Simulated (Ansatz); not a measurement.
# GeMeI3 (CH3GeI3): geometry, orbitals and charge

What does GeMeI3 (CH3GeI3) look like as a singlet, and where do its frontier electrons sit?

The runs use Ansatz 0.2.0, Gaussian basis; RKS PBE0-D4/def2-TZVP.

The runs, in order: relaxation at PBE-D4/def2-SVP; a single point at PBE0-D4/def2-TZVP; harmonic vibrations at PBE-D4/def2-SVP.

## (1) Starting geometry

8 atoms, charge 0, spin multiplicity 1.

Atoms are counted from 1 here; the program's logs count them from 0.

Bond lengths: Ge1–C2 2.001 Å, Ge1–I6 2.544 Å, Ge1–I7 2.544 Å, Ge1–I8 2.545 Å, C2–H3 1.087 Å, C2–H4 1.087 Å, C2–H5 1.087 Å. Angles: C2–Ge1–I6 109.5°, C2–Ge1–I7 109.4°, C2–Ge1–I8 109.4°, I6–Ge1–I7 109.6°, I6–Ge1–I8 109.6°, I7–Ge1–I8 109.4°, Ge1–C2–H3 109.8°, Ge1–C2–H4 109.7°, Ge1–C2–H5 109.6°, H3–C2–H4 109.2°, H3–C2–H5 109.2°, H4–C2–H5 109.2°.

Coordinates:

```xyz
8
CH3GeI3
Ge   -0.0008    0.0018   -0.8211
C     0.0029   -0.0029    1.1804
H    -1.0182    0.0451    1.5504
H     0.5581    0.8564    1.5484
H     0.4726   -0.9137    1.5422
I     2.3958   -0.0148   -1.6737
I    -1.1872    2.0905   -1.6573
I    -1.2233   -2.0624   -1.6694
```

I takes a core potential in the def2 sets. No spin-orbit coupling is included.

The start is a GFN2-xTB geometry.

## (2) Relaxation at PBE-D4/def2-SVP

Input file in.yaml:

```yaml
crystal:
  periodic: [false, false, false]
  atoms:
    - {symbol: Ge, position_ang: [-0.000760, 0.001840, -0.821080]}
    - {symbol: C, position_ang: [0.002950, -0.002910, 1.180400]}
    - {symbol: H, position_ang: [-1.018160, 0.045070, 1.550370]}
    - {symbol: H, position_ang: [0.558080, 0.856360, 1.548440]}
    - {symbol: H, position_ang: [0.472630, -0.913670, 1.542210]}
    - {symbol: I, position_ang: [2.395790, -0.014830, -1.673690]}
    - {symbol: I, position_ang: [-1.187220, 2.090520, -1.657280]}
    - {symbol: I, position_ang: [-1.223310, -2.062380, -1.669360]}
basis:
  gaussian: {orbitals: def2-SVP}
hamiltonian: {xc: pbe, dispersion: d4}
scf: {lower_state_search: "off"}
output: {orbitals: {seedname: orbitals}}
relax: {f_tol: 0.02, max_steps: 100}
```

Started as:

```
$ ansatz run in.yaml --threads 2 --pin off --events-out ev --progress --plain --max-ram 32768MiB --backend cpu
```

Further steps of the session: Single point, PBE0-D4/def2-TZVP; Vibrations by finite differences.

**Question.** What will the summary of the whole plan be? Wanted: point group; commonest bond, hydrogen aside; HOMO, LUMO at PBE0-D4/def2-TZVP; dipole at PBE-D4/def2-SVP; lowest, highest wavenumber.

The runs gave:

| quantity | value |
| --- | --- |
| point group | C3v |
| commonest bond, hydrogen aside | Ge–I, 3 of mean length 2.544 Å |
| HOMO, LUMO at PBE0-D4/def2-TZVP | -7.56, -2.69 eV |
| dipole at PBE-D4/def2-SVP | 2.06 D |
| lowest, highest wavenumber | 61, 3116 cm⁻¹ |

**Reading.** The molecule keeps its bonding pattern by the stored test; the atoms moved 0.03 Å (rms). All wavenumbers are real: a minimum at this level.
